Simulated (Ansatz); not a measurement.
Born–Oppenheimer molecular dynamics of a periodic cell of 16 atoms, Na (start crystal Na, start structure bcc, volume 1.1 times the crystal's). It starts from a structure without forces on its atoms.

The calculation used DFT PBE-D3(BJ), scalar-relativistic, plane waves, PAW (Ansatz). Settings: cutoff 420 eV, k mesh 1x1x1, fermi-dirac smearing 0.1 eV, no spin polarisation.

| Property | Result |
| --- | --- |
| ensemble | NVT, Langevin thermostat |
| time step | 2 fs |
| steps asked | 230 |
| set temperature | 900 K |
| friction | 0.02 /fs |
| seed | 144766 |

First frame:

```xyz
16
Lattice="8.7331 0.0000 0.0000 0.0000 8.7331 0.0000 0.0000 0.0000 8.7331" Properties=species:S:1:pos:R:3
Na 0.000 0.000 0.000
Na 4.367 0.000 0.000
Na 0.000 4.367 0.000
Na 0.000 0.000 4.367
Na 2.183 2.183 2.183
Na 4.367 4.367 0.000
Na 4.367 0.000 4.367
Na 6.550 2.183 2.183
Na 0.000 4.367 4.367
Na 2.183 6.550 2.183
Na 2.183 2.183 6.550
Na 4.367 4.367 4.367
Na 6.550 6.550 2.183
Na 6.550 2.183 6.550
Na 2.183 6.550 6.550
Na 6.550 6.550 6.550
```

Q: What does the run give?

A: All steps were run.

```yaml
steps_done: 230
time_covered: 460 fs
mean_temperature_over_the_second_half: 958 K
spread_of_the_potential_energy_over_the_second_half: 13.2 meV per atom
mean_potential_energy_of_the_second_half_above_the_start: 97.1 meV per atom
```

A run of 0.46 ps of so small a system gives no equilibrium averages. Limits of this set-up: coarse k mesh.

Q: What happens to the structure?

A: Mean squared displacements from the first frame to the last, about the centre of mass: Na 0.81 Å². This is one draw of velocities; another would differ in detail.

Q: How do temperature and energy run in time?

A: 
```json
{"time (fs)": "0.0", "T (K)": "844", "potential energy less start (eV)": "0.000"}
{"time (fs)": "14.0", "T (K)": "794", "potential energy less start (eV)": "0.070"}
{"time (fs)": "28.0", "T (K)": "725", "potential energy less start (eV)": "0.232"}
{"time (fs)": "42.0", "T (K)": "679", "potential energy less start (eV)": "0.467"}
{"time (fs)": "56.0", "T (K)": "705", "potential energy less start (eV)": "0.737"}
{"time (fs)": "70.0", "T (K)": "475", "potential energy less start (eV)": "0.914"}
{"time (fs)": "84.0", "T (K)": "662", "potential energy less start (eV)": "1.112"}
{"time (fs)": "98.0", "T (K)": "723", "potential energy less start (eV)": "1.175"}
{"time (fs)": "112.0", "T (K)": "596", "potential energy less start (eV)": "1.250"}
{"time (fs)": "126.0", "T (K)": "645", "potential energy less start (eV)": "1.300"}
{"time (fs)": "140.0", "T (K)": "477", "potential energy less start (eV)": "1.266"}
{"time (fs)": "154.0", "T (K)": "711", "potential energy less start (eV)": "1.208"}
{"time (fs)": "168.0", "T (K)": "688", "potential energy less start (eV)": "1.148"}
{"time (fs)": "182.0", "T (K)": "921", "potential energy less start (eV)": "1.102"}
{"time (fs)": "196.0", "T (K)": "882", "potential energy less start (eV)": "1.088"}
{"time (fs)": "210.0", "T (K)": "922", "potential energy less start (eV)": "1.151"}
{"time (fs)": "224.0", "T (K)": "943", "potential energy less start (eV)": "1.211"}
{"time (fs)": "238.0", "T (K)": "996", "potential energy less start (eV)": "1.207"}
{"time (fs)": "252.0", "T (K)": "905", "potential energy less start (eV)": "1.241"}
{"time (fs)": "266.0", "T (K)": "988", "potential energy less start (eV)": "1.360"}
{"time (fs)": "280.0", "T (K)": "985", "potential energy less start (eV)": "1.431"}
{"time (fs)": "294.0", "T (K)": "872", "potential energy less start (eV)": "1.481"}
{"time (fs)": "308.0", "T (K)": "804", "potential energy less start (eV)": "1.569"}
{"time (fs)": "322.0", "T (K)": "709", "potential energy less start (eV)": "1.650"}
{"time (fs)": "336.0", "T (K)": "821", "potential energy less start (eV)": "1.777"}
{"time (fs)": "350.0", "T (K)": "769", "potential energy less start (eV)": "1.806"}
{"time (fs)": "364.0", "T (K)": "883", "potential energy less start (eV)": "1.700"}
{"time (fs)": "378.0", "T (K)": "938", "potential energy less start (eV)": "1.599"}
{"time (fs)": "392.0", "T (K)": "1280", "potential energy less start (eV)": "1.498"}
{"time (fs)": "406.0", "T (K)": "856", "potential energy less start (eV)": "1.459"}
{"time (fs)": "420.0", "T (K)": "1425", "potential energy less start (eV)": "1.430"}
{"time (fs)": "434.0", "T (K)": "1384", "potential energy less start (eV)": "1.524"}
{"time (fs)": "448.0", "T (K)": "1023", "potential energy less start (eV)": "1.913"}
```

Run time: 11 min on 1 thread of Arm Neoverse V2 (shared host), peak memory 0.59 GiB.
